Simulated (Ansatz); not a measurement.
# H₂O + SnH₃ radical: a complex and its separated parts, part 2 of 2

Ansatz 0.2.0, Gaussian basis. The steps go on from the part before.

**14. wB97X-V/def2-TZVPP**

The inputs:

parta/in.yaml

```yaml
crystal:
  periodic: [false, false, false]
  atoms:
    - {symbol: H, position_ang: [-1.625702, -0.150674, -0.944121]}
    - {symbol: O, position_ang: [-1.204751, -0.744912, -0.319245]}
    - {symbol: H, position_ang: [-1.701935, -0.643183, 0.495156]}
basis:
  gaussian: {orbitals: def2-TZVPP}
hamiltonian: {xc: {name: wB97X-V}}
```

partb/in.yaml

```yaml
crystal:
  periodic: [false, false, false]
  atoms:
    - {symbol: Sn, position_ang: [1.502920, 0.576335, 0.277389]}
    - {symbol: H, position_ang: [0.537973, 0.549424, 1.694845]}
    - {symbol: H, position_ang: [0.687740, 1.441942, -0.958427]}
    - {symbol: H, position_ang: [1.803855, -1.028931, -0.245594]}
basis:
  gaussian: {orbitals: def2-TZVPP}
magnetization: {spin_polarized: true, initial_magnetization: 1}
hamiltonian: {xc: {name: wB97X-V}}
```

One command serves all of them, each in its own folder.

Started as:

```bash
> ansatz run in.yaml --threads 4 --pin off --events-out ev --progress --plain --max-ram 9574MiB
```

Output in parta, shortened:

```text
Functional definition: wB97X-V
  name "wB97X-V"
  cite "Mardirossian & Head-Gordon, Phys. Chem. Chem. Phys. 16, 9904 (2014) doi:10.1039/C3CP54374A"
  cite "Becke, J. Chem. Phys. 107, 8554 (1997) doi:10.1063/1.475007"
  cite "Vydrov & Van Voorhis, J. Chem. Phys. 133, 244103 (2010) doi:10.1063/1.3521275"
[...]
      + integral(e_c_pw_opposite_spin*poly(b97_u_opposite, cos0, cos1)) + vv10(b, c)
269 factors; their error is unknown
69 factors; integrals over basis functions are off by at most 2.2e-5 eV
[...]
mean field -2079.88767191 eV, -76.4344621441 hartree, gradient 2.2e-5 eV, S^2 0.000000; 0 other end points of the search recorded, 0 dependent functions left out
reference -2079.88767101 eV, -76.4344621112 hartree; 5, 5 occupied and 54, 54 virtual orbitals, 269 factors
Total energy: -2079.88767101 eV, -76.4344621112 hartree
```

partb printed, shortened:

```text
[... 5 set-up lines as earlier in the session ...]
[...]
      + integral(e_c_pw_opposite_spin*poly(b97_u_opposite, cos0, cos1)) + vv10(b, c)
609 factors; their error is unknown
150 factors; integrals over basis functions are off by at most 1.3e-5 eV
[...]
mean field -5878.17311989 eV, -216.0188777872 hartree, gradient 3.8e-5 eV, S^2 0.751550; 0 other end points of the search recorded, 0 dependent functions left out
reference -5878.17311949 eV, -216.0188777724 hartree; 13, 12 occupied and 79, 80 virtual orbitals, 609 factors
Total energy: -5878.17311949 eV, -216.0188777724 hartree
```

Times: 0.35 s (parta), 1.4 s (partb) on 4 threads of Arm Neoverse V2, shared host.

**15. wB97M-V/def2-TZVPP**

The same edit goes into each in.yaml of step 14 (parta, partb):

```diff
-hamiltonian: {xc: {name: wB97X-V}}
+hamiltonian: {xc: {name: wB97M-V}}
```

The same command starts each run, in its folder.

Started as:

```bash
> ansatz run in.yaml --threads 4 --pin off --events-out ev --progress --plain --max-ram 9574MiB
```

parta printed, shortened:

```text
Functional definition: wB97M-V
  name "wB97M-V"
  cite "Mardirossian & Head-Gordon, J. Chem. Phys. 144, 214110 (2016) doi:10.1063/1.4952647"
[... 2 set-up lines as earlier in the session ...]
  # Of w^i u^j: cxij and so on, Table III.
[...]
  gx(w, u) = 1 - cx + cx01*u + cx10*w
[...]
      + integral(e_c_pw_mod_opposite_spin*gos(b97_w_opposite, b97_u_opposite)) + vv10(b, c)
269 factors; their error is unknown
69 factors; integrals over basis functions are off by at most 2.2e-5 eV
[...]
mean field -2079.85938213 eV, -76.4334225138 hartree, gradient 2.9e-5 eV, S^2 0.000000; 0 other end points of the search recorded, 0 dependent functions left out
reference -2079.85940414 eV, -76.4334233227 hartree; 5, 5 occupied and 54, 54 virtual orbitals, 269 factors
Total energy: -2079.85940414 eV, -76.4334233227 hartree
```

Log of partb, shortened:

```text
[... 5 set-up lines as earlier in the session ...]
  # Of w^i u^j: cxij and so on, Table III.
[...]
  gx(w, u) = 1 - cx + cx01*u + cx10*w
[...]
      + integral(e_c_pw_mod_opposite_spin*gos(b97_w_opposite, b97_u_opposite)) + vv10(b, c)
609 factors; their error is unknown
150 factors; integrals over basis functions are off by at most 1.3e-5 eV
[...]
mean field -5877.04473888 eV, -215.9774105500 hartree, gradient 4.4e-5 eV, S^2 0.751211; 0 other end points of the search recorded, 0 dependent functions left out
reference -5877.04478904 eV, -215.9774123934 hartree; 13, 12 occupied and 79, 80 virtual orbitals, 609 factors
Total energy: -5877.04478904 eV, -215.9774123934 hartree
```

Wall times: 0.35 s (parta), 1.8 s (partb) on 4 threads of Arm Neoverse V2, shared host.

**16. B2PLYP/def2-TZVPP**

The same edit goes into each in.yaml of step 15 (parta, partb):

```diff
-hamiltonian: {xc: {name: wB97M-V}}
+hamiltonian: {xc: {name: B2PLYP}}
```

Each run has its own folder and the same command.

Started as:

```bash
> ansatz run in.yaml --threads 4 --pin off --events-out ev --progress --plain --max-ram 9574MiB
```

Log of parta, shortened:

```text
Functional definition: B2PLYP
  name "B2PLYP"
  cite "Grimme, J. Chem. Phys. 124, 034108 (2006) doi:10.1063/1.2148954"
[... 2 set-up lines as earlier in the session ...]
[...]
361 factors; integrals over basis functions are off by at most 7.6e-4 eV
[...]
mean field -2077.03828182 eV, -76.3297489898 hartree, gradient 8.5e-7 eV, S^2 0.000000; 0 other end points of the search recorded, 0 dependent functions left out
1 core orbitals not correlated: weight in the atoms' cores, before any rotation towards them, 1.000 or more for the frozen orbitals, at most 0.000 for the correlated occupied ones
reference -2077.03836685 eV, -76.3297521145 hartree; 4, 4 occupied and 54, 54 virtual orbitals, 361 factors
second order -8.41871609 eV of doubles, -0.00000000 eV of singles
Total energy: -2079.31142019 eV, -76.4132852841 hartree
```

partb printed, shortened:

```text
[... 5 set-up lines as earlier in the session ...]
[...]
692 factors; integrals over basis functions are off by at most 9.9e-4 eV
[...]
mean field -5870.02964993 eV, -215.7196107859 hartree, gradient 1.8e-6 eV, S^2 0.752171; 0 other end points of the search recorded, 0 dependent functions left out
4 core orbitals not correlated: weight in the atoms' cores, before any rotation towards them, 1.000 or more for the frozen orbitals, at most 0.000 for the correlated occupied ones
reference -5870.02979651 eV, -215.7196161727 hartree; 9, 8 occupied and 79, 80 virtual orbitals, 692 factors
second order -10.52065425 eV of doubles, -0.00000000 eV of singles
Total energy: -5872.87037316 eV, -215.8240054391 hartree
```

Times: 0.25 s (parta), 0.85 s (partb) on 4 threads of Arm Neoverse V2, shared host.

**17. PBE-QIDH/def2-TZVPP**

Each input of step 16 (parta, partb) changes in the same lines:

```diff
-hamiltonian: {xc: {name: B2PLYP}}
+hamiltonian: {xc: {name: PBE-QIDH}}
```

One command serves all of them, each in its own folder.

Started as:

```bash
> ansatz run in.yaml --threads 4 --pin off --events-out ev --progress --plain --max-ram 9574MiB
```

Log of parta, shortened:

```text
Functional definition: PBE-QIDH
  name "PBE-QIDH"
  cite "Brémond, Sancho-García, Pérez-Jiménez & Adamo, J. Chem. Phys. 141, 031101 (2014) doi:10.1063/1.4890314"
[... 1 set-up line as earlier in the session ...]
[...]
361 factors; integrals over basis functions are off by at most 7.6e-4 eV
[...]
mean field -2075.58435708 eV, -76.2763182409 hartree, gradient 2.2e-6 eV, S^2 0.000000; 0 other end points of the search recorded, 0 dependent functions left out
1 core orbitals not correlated: weight in the atoms' cores, before any rotation towards them, 1.000 or more for the frozen orbitals, at most 0.000 for the correlated occupied ones
reference -2075.58436257 eV, -76.2763184428 hartree; 4, 4 occupied and 54, 54 virtual orbitals, 361 factors
second order -7.85898450 eV of doubles, -0.00000000 eV of singles
Total energy: -2078.20402407 eV, -76.3725892272 hartree
```

partb printed, shortened:

```text
[... 4 set-up lines as earlier in the session ...]
[...]
692 factors; integrals over basis functions are off by at most 9.9e-4 eV
[...]
mean field -5870.13571021 eV, -215.7235084294 hartree, gradient 3.3e-6 eV, S^2 0.752983; 0 other end points of the search recorded, 0 dependent functions left out
4 core orbitals not correlated: weight in the atoms' cores, before any rotation towards them, 1.000 or more for the frozen orbitals, at most 0.000 for the correlated occupied ones
reference -5870.13572422 eV, -215.7235089444 hartree; 9, 8 occupied and 79, 80 virtual orbitals, 692 factors
second order -9.84473507 eV of doubles, -0.00000000 eV of singles
Total energy: -5873.41730258 eV, -215.8441047247 hartree
```

Wall times: 0.2 s (parta), 0.8 s (partb) on 4 threads of Arm Neoverse V2, shared host.

**18. RPA on PBE/def2-TZVPP**

The same edit goes into each in.yaml of step 17 (parta, partb):

```diff
-hamiltonian: {xc: {name: PBE-QIDH}}
+hamiltonian: {xc: pbe}
+correlation: {method: rpa}
```

The same command starts each run, in its folder.

Started as:

```bash
> ansatz run in.yaml --threads 4 --pin off --events-out ev --progress --plain --max-ram 9574MiB
```

parta printed, shortened:

```text
[... 4 set-up lines as earlier in the session ...]
[...]
361 factors; integrals over basis functions are off by at most 7.6e-4 eV
[...]
mean field -2078.40755138 eV, -76.3800687180 hartree, gradient 2.1e-6 eV, S^2 0.000000; 0 other end points of the search recorded, 0 dependent functions left out
1 core orbitals not correlated: weight in the atoms' cores, before any rotation towards them, 1.000 or more for the frozen orbitals, at most 0.000 for the correlated occupied ones
reference -2069.53697066 eV, -76.0540808892 hartree; 4, 4 occupied and 54, 54 virtual orbitals, 361 factors
Total energy: -2080.48260078 eV, -76.4563253768 hartree
```

Log of partb, shortened:

```text
[... 4 set-up lines as earlier in the session ...]
[...]
692 factors; integrals over basis functions are off by at most 9.9e-4 eV
[...]
mean field -5878.40934779 eV, -216.0275590022 hartree, gradient 3.6e-6 eV, S^2 0.751300; 0 other end points of the search recorded, 0 dependent functions left out
4 core orbitals not correlated: weight in the atoms' cores, before any rotation towards them, 1.000 or more for the frozen orbitals, at most 0.000 for the correlated occupied ones
reference -5851.14586195 eV, -215.0256443775 hartree; 9, 8 occupied and 79, 80 virtual orbitals, 692 factors
Total energy: -5864.99812082 eV, -215.5347055015 hartree
```

Times: 0.25 s (parta), 0.8 s (partb) on 4 threads of Arm Neoverse V2, shared host.

**19. CCSD(T)/def2-TZVPP**

parta/in.yaml: that of step 18 with these lines changed.

```diff
@@ -8,3 +8,2 @@
   gaussian: {orbitals: def2-TZVPP}
-hamiltonian: {xc: pbe}
-correlation: {method: rpa}
+correlation: {method: ccsd_t}
```

partb/in.yaml: that of step 18 with these lines changed.

```diff
@@ -10,3 +10,3 @@
 magnetization: {spin_polarized: true, initial_magnetization: 1}
-hamiltonian: {xc: pbe}
-correlation: {method: rpa}
+correlation: {method: ccsd_t}
+scf: {omitted_lower_state_checks: [cluster_reference]}
```

One command serves all of them, each in its own folder.

Started as:

```bash
> ansatz run in.yaml --threads 4 --pin off --events-out ev --progress --plain --max-ram 9574MiB
```

parta printed, shortened:

```text
Functional definition: HF
  name "HF"
  cite "Fock, Z. Phys. 61, 126 (1930) doi:10.1007/BF01340294"
[... 1 set-up line as earlier in the session ...]
[...]
361 factors; integrals over basis functions are off by at most 7.6e-4 eV
[...]
mean field -2069.76241562 eV, -76.0623658386 hartree, gradient 3.6e-6 eV, S^2 0.000000; 0 other end points of the search recorded, 0 dependent functions left out
1 core orbitals not correlated: weight in the atoms' cores, before any rotation towards them, 1.000 or more for the frozen orbitals, at most 0.000 for the correlated occupied ones
reference -2069.76241562 eV, -76.0623658386 hartree; 4, 4 occupied and 54, 54 virtual orbitals, 361 factors
second order -7.10556106 eV of doubles, -0.00000000 eV of singles
cycle   1  -7.11162398 eV  change   -6.1e-3 eV  update   4.1e-2
[...]
cycle   8  -7.26607874 eV  change    3.4e-6 eV  update   7.2e-6
perturbative correction -0.20740264 eV, -0.0076219063 hartree
Total energy: -2077.23589699 eV, -76.3370112135 hartree
```

partb printed, shortened:

```text
[... 4 set-up lines as earlier in the session ...]
[...]
692 factors; integrals over basis functions are off by at most 9.9e-4 eV
[...]
mean field -5851.77282096 eV, -215.0486846961 hartree, gradient 2.7e-6 eV, S^2 0.754185; 0 other end points of the search recorded, 0 dependent functions left out
[...]
reference -5851.77282096 eV, -215.0486846961 hartree; 9, 8 occupied and 79, 80 virtual orbitals, 692 factors
second order -8.79668167 eV of doubles, -0.00000000 eV of singles
cycle   1  -8.85838727 eV  change   -6.2e-2 eV  update   7.5e-2
[...]
cycle   9  -9.17243136 eV  change    2.6e-6 eV  update   1.2e-5
perturbative correction -0.21428085 eV, -0.0078746761 hartree
Total energy: -5861.15953317 eV, -215.3936400075 hartree
Checks for a lower state left out: cluster_reference
```

Times: 0.2 s (parta), 3.4 s (partb) on 4 threads of Arm Neoverse V2, shared host; peak memory 0.58 GiB.

**20. Vibrations of H₂O**

The input, vib-parta/in.yaml:

```yaml
crystal:
  periodic: [false, false, false]
  atoms:
    - {symbol: H, position_ang: [-1.625702, -0.150674, -0.944121]}
    - {symbol: O, position_ang: [-1.204751, -0.744912, -0.319245]}
    - {symbol: H, position_ang: [-1.701935, -0.643183, 0.495156]}
basis:
  gaussian: {orbitals: def2-TZVP}
hamiltonian: {xc: pbe0, dispersion: d4}
phonons: {temperatures: {t_min: 298.15, t_max: 900, t_step: 200}}
```

Started as:

```bash
> ansatz run in.yaml --threads 4 --pin off --events-out ev --progress --plain --max-ram 9574MiB
```

What it wrote, shortened:

```text
[... 5 set-up lines as earlier in the session ...]
[...]
239 factors; their error is unknown
[...]
mean field -2078.33307681 eV, -76.3773318282 hartree, gradient 1.2e-5 eV, S^2 0.000000; 0 other end points of the search recorded, 0 dependent functions left out
[...]
Total energy: -2078.33734664 eV, -76.3774887413 hartree
Atom 0 at    -1.625702    -0.150674    -0.944121 Å, force    -0.000034     0.000052    -0.000061 eV/Å
Atom 1 at    -1.204751    -0.744912    -0.319245 Å, force     0.000075    -0.000057    -0.000016 eV/Å
Atom 2 at    -1.701935    -0.643183     0.495156 Å, force    -0.000041     0.000005     0.000076 eV/Å
Dipole moment:    -0.338542     0.256623     0.069883 e Å
Vibrations: 1622.86 3851.64 3959.37 cm⁻¹, zero-point energy 0.584825 eV
```

Run time: 0.55 s. Hardware: 4 threads of Arm Neoverse V2, shared host.

The modes, with what each moves most:

| mode | wavenumber (cm⁻¹) | character |
| --- | --- | --- |
| 1 | 1623 | bend |
| 2 | 3852 | O–H stretch |
| 3 | 3959 | O–H stretch |

Vibrational sums (real modes only):

```
T (K)  entropy (J/mol/K)  heat capacity (J/mol/K)
  298                0.0                      0.2
  498                0.4                      1.7
  698                1.4                      3.9
  898                2.6                      6.1
```

**21. Vibrations of SnH₃ radical**

The input, vib-partb/in.yaml:

```yaml
crystal:
  periodic: [false, false, false]
  atoms:
    - {symbol: Sn, position_ang: [1.502920, 0.576335, 0.277389]}
    - {symbol: H, position_ang: [0.537973, 0.549424, 1.694845]}
    - {symbol: H, position_ang: [0.687740, 1.441942, -0.958427]}
    - {symbol: H, position_ang: [1.803855, -1.028931, -0.245594]}
basis:
  gaussian: {orbitals: def2-TZVP}
magnetization: {spin_polarized: true, initial_magnetization: 1}
hamiltonian: {xc: pbe0, dispersion: d4}
phonons: {temperatures: {t_min: 298.15, t_max: 900, t_step: 200}}
```

Started as:

```bash
> ansatz run in.yaml --threads 4 --pin off --events-out ev --progress --plain --max-ram 9574MiB
```

What it wrote, shortened:

```text
[... 5 set-up lines as earlier in the session ...]
[...]
593 factors; their error is unknown
[...]
mean field -5878.78711753 eV, -216.0414417843 hartree, gradient 4.4e-5 eV, S^2 0.751620; 0 other end points of the search recorded, 0 dependent functions left out
[...]
Atom 1 at     0.537973     0.549424     1.694845 Å, force     0.000936     0.000042    -0.001181 eV/Å
Atom 2 at     0.687740     1.441942    -0.958427 Å, force     0.000809    -0.000707     0.001055 eV/Å
Atom 3 at     1.803855    -1.028931    -0.245594 Å, force    -0.000124     0.001128     0.000375 eV/Å
Dipole moment:     0.053672     0.027797     0.012376 e Å
Vibrations: 637.56 700.36 700.39 1873.66 1910.69 1910.76 cm⁻¹, zero-point energy 0.479411 eV
```

Wall time 7.5 s (4 threads of Arm Neoverse V2, shared host).

Wavenumbers and character of the modes:

| mode | wavenumber (cm⁻¹) | character |
| --- | --- | --- |
| 1 | 638 | bend |
| 2 | 700 | bend |
| 3 | 700 | bend |
| 4 | 1874 | Sn–H stretch |
| 5 | 1911 | Sn–H stretch |
| 6 | 1911 | Sn–H stretch |

Vibrational sums (real modes only):

```csv
T (K),entropy (J/mol/K),heat capacity (J/mol/K)
298,4.2,11.1
498,12.5,21.4
698,21.0,29.2
898,29.1,34.8
```

**22. Complex less separated parts**

The complex's own energies come from single points at the same levels.

Rows are in def2-TZVPP; times add the 3 runs of a level on a shared host, so small differences are noise.

Differences are taken before rounding.

| method | rung | complex less parts (kJ/mol) | from CCSD(T) (kJ/mol) | time |
| --- | --- | --- | --- | --- |
| SPW92 | LDA | -24.1 | -15.7 | 1.1 s |
| PBE-D4 | GGA | -15.7 | -7.3 | 1.7 s |
| BLYP-D4 | GGA | -14.0 | -5.6 | 1.7 s |
| r2SCAN-D4 | meta-GGA | -13.3 | -4.9 | 3.9 s |
| B97M-V | meta-GGA | -16.4 | -8.0 | 6.1 s |
| PBE0-D4 | hybrid | -12.5 | -4.1 | 2 s |
| B3LYP-D4 | hybrid | -12.4 | -4.0 | 2 s |
| r2SCAN0-D4 | hybrid | -11.8 | -3.4 | 4 s |
| BHLYP-D4 | hybrid | -11.7 | -3.3 | 2.1 s |
| CAM-B3LYP-D4 | range-separated hybrid | -12.0 | -3.6 | 2.2 s |
| wB97X-V | range-separated hybrid | -12.3 | -3.9 | 5.9 s |
| wB97M-V | range-separated hybrid | -13.6 | -5.2 | 6.5 s |
| B2PLYP | double hybrid | -7.3 | +1.1 | 3.3 s |
| PBE-QIDH | double hybrid | -8.6 | -0.2 | 3 s |
| RPA on PBE | RPA | -5.1 | +3.3 | 3.4 s |
| Hartree-Fock | wavefunction | 0.8 | +9.2 |  |
| MP2 | wavefunction | -8.2 | +0.1 |  |
| CCSD | wavefunction | -6.8 | +1.6 |  |
| CCSD(T) | wavefunction | -8.4 | 0 | 50 s |

Among the levels timed on like hardware and quicker than the yardstick, those that no quicker one beats, quickest first: SPW92 (1.1 s, -15.7 kJ/mol); BLYP-D4 (1.7 s, -5.6 kJ/mol); B3LYP-D4 (2 s, -4.0 kJ/mol); BHLYP-D4 (2.1 s, -3.3 kJ/mol); PBE-QIDH (3 s, -0.2 kJ/mol).

For cost: PBE-QIDH gets within 0.2 kJ/mol in 3 s, where CCSD(T) took 50 s; the quickest level in the cost chart, SPW92, takes 1.1 s and misses by 15.7 kJ/mol.

The complex's zero-point energy, from a separate PBE0-D4 run, is 1.130 eV.

**23. Summary of results**

The summary covers parts 1 to 2.

| quantity | value |
| --- | --- |
| complex less parts, CCSD(T)/def2-TZVPP | -8.4 kJ/mol |
| with zero-point energy | -2.1 kJ/mol |
| largest T1 diagnostic | 0.015 |

**Reading.** At CCSD(T) the complex lies 8.4 kJ/mol below its parts. Among the functionals PBE-QIDH lands nearest to CCSD(T) (-0.2 kJ/mol) and SPW92 farthest (-15.7 kJ/mol). By rung, the mean size of the error is: LDA 15.7, GGA 6.5, meta-GGA 6.5, hybrid 3.7, range-separated hybrid 4.3, double hybrid 0.7 kJ/mol. PBE-D4 gives a relative energy 7.3 kJ/mol too low, an error of 87 % of the reference. No counterpoise was applied, and triple zeta lacks some correlation, so the CCSD(T) reference has a basis error of its own, and close matches with it are partly luck.
